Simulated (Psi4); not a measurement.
# InF (SMILES [F][In]) at wB97X/def2-TZVPP (core potential)

Aim: the vertical singlet–triplet gap of InF at wB97X/def2-TZVPP (core potential), from 2 runs. 

Program for the calculation: Psi4 1.11.

## (1) The structure to begin with

The species is InF (2 atoms), meant as a singlet with charge 0. SMILES: `[F][In]`. Geometry: relaxed at PBE0-D4/def2-TZVP.

Bond lengths: F1–In2 1.994 Å.

## (2) Energy and forces at wB97X/def2-TZVPP (core potential)

fin.json reads:

```json
{
  "schema_name": "qcschema_input",
  "schema_version": 1,
  "molecule": {
    "schema_name": "qcschema_molecule",
    "schema_version": 2,
    "symbols": ["F", "In"],
    "geometry": [0.0, 0.0, 0.03006554, 0.0, 0.0, 3.79755583],
    "molecular_charge": 0,
    "molecular_multiplicity": 1,
    "fix_symmetry": "c1",
    "fix_com": true,
    "fix_orientation": true
  },
  "driver": "gradient",
  "model": {
    "method": "wb97x",
    "basis": "def2-TZVPP"
  },
  "keywords": {
    "puream": true,
    "e_convergence": 1e-09,
    "d_convergence": 1e-08,
    "scf_type": "pk",
    "dft_radial_points": 99,
    "dft_spherical_points": 590,
    "scf_properties": ["WIBERG_LOWDIN_INDICES", "DIPOLE", "MAYER_INDICES"]
  }
}
```

Run with:

```bash
$ psi4 --qcschema fin.json -n 1 --memory 1600MB
```

stdout, shortened:

```text
[...]
    !!!  WARNING: ECP capability is in beta. Please check occupations closely.  !!!
[...]
  Running in c1 symmetry.
[...]
  Nuclear repulsion =   50.166021794843168
[...]
  Multiplicity = 1
[...]
  Nalpha       = 15
  Nbeta        = 15
[...]
    Number of basis functions: 81
[...]
   @RKS iter   1:  -289.92904475846353   -1.23687e+00   8.64030e-03 ADIIS/DIIS
[...]
   @RKS iter  11:  -290.10079962745851   -6.22435e-11   9.92402e-09 DIIS
[...]
    Orbital Energies [Eh]
    ---------------------
    Doubly Occupied:
       1A    -24.636015     2A     -4.772064     3A     -3.183551
       4A     -3.183551     5A     -3.174058     6A     -1.189851
       7A     -0.872956     8A     -0.872956     9A     -0.865874
      10A     -0.865874    11A     -0.861360    12A     -0.504655
      13A     -0.444746    14A     -0.444746    15A     -0.358424
[...]
  @RKS Final Energy:  -290.10079962745851
   => Energetics <=
    Nuclear Repulsion Energy =             50.1660217948431679
    One-Electron Energy =                -575.6345576093525551
    Two-Electron Energy =                 254.5026859846095419
    DFT Exchange-Correlation Energy =     -19.1349497975586225
    Empirical Dispersion Energy =           0.0000000000000000
    VV10 Nonlocal Energy =                  0.0000000000000000
    Total Energy =                       -290.1007996274585139
[...]
 Multipole Moments:
 ------------------------------------------------------------------------------------
     Multipole            Electronic (a.u.)      Nuclear  (a.u.)        Total (a.u.)
 ------------------------------------------------------------------------------------
 L = 1.  Multiply by 2.5417464519 to convert [e a0] to [Debye]
 Dipole X            :         -0.0000000            0.0000000           -0.0000000
 Dipole Y            :         -0.0000000            0.0000000           -0.0000000
 Dipole Z            :        -78.7545592           80.0192623            1.2647031
 Magnitude           :                                                    1.2647031
[...]
  -Total Gradient:
     Atom            X                  Y                   Z
    ------   -----------------  -----------------  -----------------
       1        0.000000000155    -0.000000000534     0.000948488024
       2       -0.000000000186     0.000000000276     0.000322216562
[...]
```

The result, in JSON:

```text
{
 "driver": "gradient",
 "model": {
  "method": "wb97x",
  "basis": "def2-TZVPP"
 },
 "success": true,
 "return_result": [1.548365355848622e-10, -5.335663835230051e-10, 0.0009484880242029148, -1.8598354540106086e-10, 2.755148428750801e-10, 0.0003222165619849726],
 "properties": {
  "calcinfo_nbasis": 81,
  "calcinfo_nmo": 81,
  "calcinfo_nalpha": 15,
  "calcinfo_nbeta": 15,
  "calcinfo_natom": 2,
  "nuclear_repulsion_energy": 50.16602179484317,
  "return_energy": -290.1007996274585,
  "return_gradient": [1.548365355848622e-10, -5.335663835230051e-10, 0.0009484880242029148, -1.8598354540106086e-10, 2.755148428750801e-10, 0.0003222165619849726],
  "scf_one_electron_energy": -575.6345576093526,
  "scf_two_electron_energy": 254.50268598460954,
  "scf_xc_energy": -19.134949797558622,
  "scf_dipole_moment": [-1.7903964794500425e-08, -2.8517774319485255e-08, 1.2647031252802776],
  "scf_total_energy": -290.1007996274585,
  "scf_total_gradient": [1.548365355848622e-10, -5.335663835230051e-10, 0.0009484880242029148, -1.8598354540106086e-10, 2.755148428750801e-10, 0.0003222165619849726],
  "scf_iterations": 11
 }
}
```

Wall time 18 s (1 thread of Intel Xeon Platinum 8259CL at 2.50GHz (Skylake/Cascade Lake), shared host); peak memory 0.56 GiB.

## (3) The triplet at the same level

fin.py reads:

```python
import psi4

psi4.set_memory(1600000000)
psi4.set_num_threads(1)
psi4.set_output_file('run.log', False)

mol = psi4.geometry("""
0 3
F      0.000000     0.000000     0.015910
In     0.000000     0.000000     2.009580
symmetry c1
no_reorient
no_com
""")

psi4.set_options({
    'reference': 'uks',
    'puream': True,
    'e_convergence': 1e-09,
    'd_convergence': 1e-08,
    'scf_type': 'pk',
    'dft_radial_points': 99,
    'dft_spherical_points': 590,
    'maxiter': 100,
})

result, w = psi4.gradient("wb97x/def2-TZVPP", molecule=mol, return_wfn=True)
print('gradient / Eh bohr^-1')
print(result.np.round(6))
print(f'energy = {w.energy():.10f} Eh')
```

Run with:

```bash
$ python fin.py
```

run.log, shortened:

```text
[...]
    !!!  WARNING: ECP capability is in beta. Please check occupations closely.  !!!
[...]
  Running in c1 symmetry.
[...]
  Nuclear repulsion =   50.166021867525714
[...]
  Multiplicity = 3
[...]
  Nalpha       = 16
  Nbeta        = 14
[...]
    Number of basis functions: 81
[...]
   @UKS iter   1:  -289.78696459951937   -1.09616e+00   8.09063e-03 DIIS/ADIIS
[...]
   @UKS iter  15:  -289.94595476800129   -1.35856e-11   6.34846e-09 DIIS
[...]
   @S^2 Observed:                2.006168070E+00
[...]
  @UKS Final Energy:  -289.94595476800129
   => Energetics <=
    Nuclear Repulsion Energy =             50.1660218675257141
    One-Electron Energy =                -574.3189376796274246
    Two-Electron Energy =                 253.2858428973103173
    DFT Exchange-Correlation Energy =     -19.0788818532099071
    Empirical Dispersion Energy =           0.0000000000000000
    VV10 Nonlocal Energy =                  0.0000000000000000
    Total Energy =                       -289.9459547680012861
[...]
 Multipole Moments:
 ------------------------------------------------------------------------------------
     Multipole            Electronic (a.u.)      Nuclear  (a.u.)        Total (a.u.)
 ------------------------------------------------------------------------------------
 L = 1.  Multiply by 2.5417464519 to convert [e a0] to [Debye]
 Dipole X            :          0.0000003            0.0000000            0.0000003
 Dipole Y            :          0.0000000            0.0000000            0.0000000
 Dipole Z            :        -78.8636040           80.0192623            1.1556583
 Magnitude           :                                                    1.1556583
[...]
  -Total Gradient:
     Atom            X                  Y                   Z
    ------   -----------------  -----------------  -----------------
       1       -0.000000008882    -0.000000000474    -0.008856234509
       2        0.000000009031     0.000000000470     0.008604097225
[...]
```

The script printed:

```text
gradient / Eh bohr^-1
[[-0.       -0.       -0.008856]
 [ 0.        0.        0.008604]]
energy = -289.9459547680 Eh
```

Wall time 26 s (1 thread of Intel Xeon Platinum 8259CL at 2.50GHz (Skylake/Cascade Lake), shared host); peak memory 0.56 GiB.

## (4) Results

At wB97X/def2-TZVPP (core potential):

| quantity | value |
| --- | --- |
| singlet: total energy | -290.10080 Eh |
| singlet: dipole moment | 3.21 D |
| singlet: HOMO energy | -9.75 eV |
| singlet: LUMO energy | 0.07 eV |
| singlet: HOMO–LUMO gap | 9.83 eV |
| triplet: total energy | -289.94595 Eh |
| triplet: dipole moment | 2.94 D |
| triplet: HOMO energy (highest over α and β) | -5.90 eV |
| triplet: LUMO energy (lowest over α and β) | -3.82 eV |
| triplet: ⟨S²⟩ | 2.006 |
| triplet: largest force on an atom | 0.455 eV/Å |
| vertical energy of the triplet above the singlet | 4.214 eV |

**Reading.** At this shape the triplet lies 4.21 eV (97 kcal/mol) above the singlet.
